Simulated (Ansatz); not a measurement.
# Al4Cl: the cost of one run

Program: Ansatz 0.2.0. Level of theory: DFT PBE, scalar-relativistic, plane waves, PAW. These are calculated values, not measurements.

### Step 1. The structure to begin with

The structure is cubic, space group I-43m (No. 217). The conventional cell has a = 5.928 Å, b = 5.928 Å, c = 5.928 Å, α = 90.00°, β = 90.00°, γ = 90.00°. Around Al (site symmetry 3m) lie 1 Cl at 1.90 Å. Cl (site symmetry -43m) has 4 Al at 1.90 Å in its first shell of neighbours.

As a file:

```cif
data_structure
_symmetry_space_group_name_H-M 'I-43m'
_symmetry_Int_Tables_number 217
_cell_length_a 5.9284
_cell_length_b 5.9284
_cell_length_c 5.9284
_cell_angle_alpha 90.000
_cell_angle_beta 90.000
_cell_angle_gamma 90.000
_cell_volume 208.36
loop_
_atom_site_label
_atom_site_type_symbol
_atom_site_symmetry_multiplicity
_atom_site_Wyckoff_symbol
_atom_site_fract_x
_atom_site_fract_y
_atom_site_fract_z
_atom_site_occupancy
Al1 Al 8 c 0.31529 0.68471 0.31529 1
Cl1 Cl 2 a 0.00000 0.00000 0.00000 1
```

A structure generator made this guess: species swapped into a database cell of GeF4 (I-43m, No. 217), with Cl on the Ge sites and Al on the F sites. The dimensions are guesses.

### Step 2. Probe: one point on a coarse mesh

The input, input.yaml:

```yaml
crystal:
  lattice:
    - [-2.96420427, 2.96420427, 2.96420427]
    - [2.96420427, -2.96420427, 2.96420427]
    - [2.96420427, 2.96420427, -2.96420427]
  atoms:
    - { symbol: Al, position: [0.0, 0.63058078, 0.0] }
    - { symbol: Al, position: [0.36941922, 0.36941922, 0.36941922] }
    - { symbol: Al, position: [0.0, 0.0, 0.63058078] }
    - { symbol: Al, position: [0.63058078, 0.0, 0.0] }
    - { symbol: Cl, position: [0.0, 0.0, 0.0] }
basis:
  ecutwfc: 420
kpoints:
  mp_grid: { grid: [4, 4, 4] }
hamiltonian:
  xc: pbe
scf:
  occupations: { method: gaussian, width: 0.1 }
  lower_state_search: "off"
output:
  forces: true
  stress: true
  eigenvalues: true
```

On the command line:

```sh
> ansatz run input.yaml --threads 1 --pin off --max-ram 2560MiB --backend cpu --events-out ev --progress --plain --runs-dir out
```

Q: Estimate wall time and peak memory on 1 thread of Intel Xeon at 2.50GHz (Skylake/Cascade Lake), shared host.

About 3.4 s, with a peak of 0.32 GiB.
